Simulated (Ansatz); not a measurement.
# AlGa3N4: the cost of one run

Program: Ansatz 0.2.0. Level of theory: DFT LDA, scalar-relativistic, plane waves, PAW. These are calculated values, not measurements.

39 further runs of the same task are left out: 39 set aside as unsound or not needed. Runs told in other sessions of the task aren't counted.

### Step 1. Starting point

Symmetry: P-43m, No. 215, cubic system. The conventional cell has a = 4.427 Å, b = 4.427 Å, c = 4.427 Å, α = 90.00°, β = 90.00°, γ = 90.00°. Around Al (site symmetry -43m) lie 4 N at 1.88 Å. Ga (site symmetry -42m) is surrounded by 4 N at 1.93 Å. N (site symmetry 3m) has 1 Al at 1.88 Å and 3 Ga at 1.93 Å in its first shell of neighbours.

Coordinates:

```
Al Ga N
1.0
     4.42675    0.00000    0.00000
     0.00000    4.42675    0.00000
     0.00000    0.00000    4.42675
Al Ga N
1 3 4
Direct
  0.00000 0.00000 0.00000
  0.50000 0.50000 0.00000
  0.50000 0.00000 0.50000
  0.00000 0.50000 0.50000
  0.75481 0.75481 0.24519
  0.75481 0.24519 0.75481
  0.24519 0.75481 0.75481
  0.24519 0.24519 0.24519
```

It goes back to an entry of the Materials Project, which need not be the stable form.

It is the result of an earlier relaxation at this level (volume 10.84 Å³/atom; gap on the mesh: 2.56 eV).

### Step 2. The scan

The energy is mapped over volume and the cell's shape.

The axes are (1) volume per atom: 9 values from 9.11 to 12.58 Å³; (2) length along [111] over the lengths across it, relative to the cubic cell: 9 values from 0.834 to 1.200.

Nothing else is relaxed (fractional coordinates fixed). Energies count from the relaxed crystal. Points are written as (first, second).

### Step 3. Point (12.58 Å³, 0.834)

Input file input.yaml:

```yaml
crystal:
  lattice:
    - [4.6680114532, -0.2741237669, -0.2741237669]
    - [-0.2741237669, 4.6680114532, -0.2741237669]
    - [-0.2741237669, -0.2741237669, 4.6680114532]
  atoms:
    - { symbol: Al, position: [0.0, 0.0, 0.0] }
    - { symbol: Ga, position: [0.5, 0.5, 0.0] }
    - { symbol: Ga, position: [0.5, 0.0, 0.5] }
    - { symbol: Ga, position: [0.0, 0.5, 0.5] }
    - { symbol: "N", position: [0.7548078379, 0.7548078379, 0.2451921621] }
    - { symbol: "N", position: [0.7548078379, 0.2451921621, 0.7548078379] }
    - { symbol: "N", position: [0.2451921621, 0.7548078379, 0.7548078379] }
    - { symbol: "N", position: [0.2451921621, 0.2451921621, 0.2451921621] }
basis:
  ecutwfc: 520.0
kpoints:
  mp_grid: { grid: [6, 6, 6] }
hamiltonian:
  xc: lda
  pseudopotentials: { kind: paw, azcp: { folder: soft_1 } }
scf:
  occupations: { method: gaussian, width: 0.05 }
output:
  forces: true
  stress: true
  eigenvalues: true
```

Run with:

```
$ ansatz run input.yaml --threads 2 --pin off --max-ram 4096MiB --backend cpu --events-out ev --progress --plain --runs-dir out
```

What time and memory should one allow on 2 threads of Arm Neoverse V2, shared host?

About 7.9 s, with a peak of 0.41 GiB.
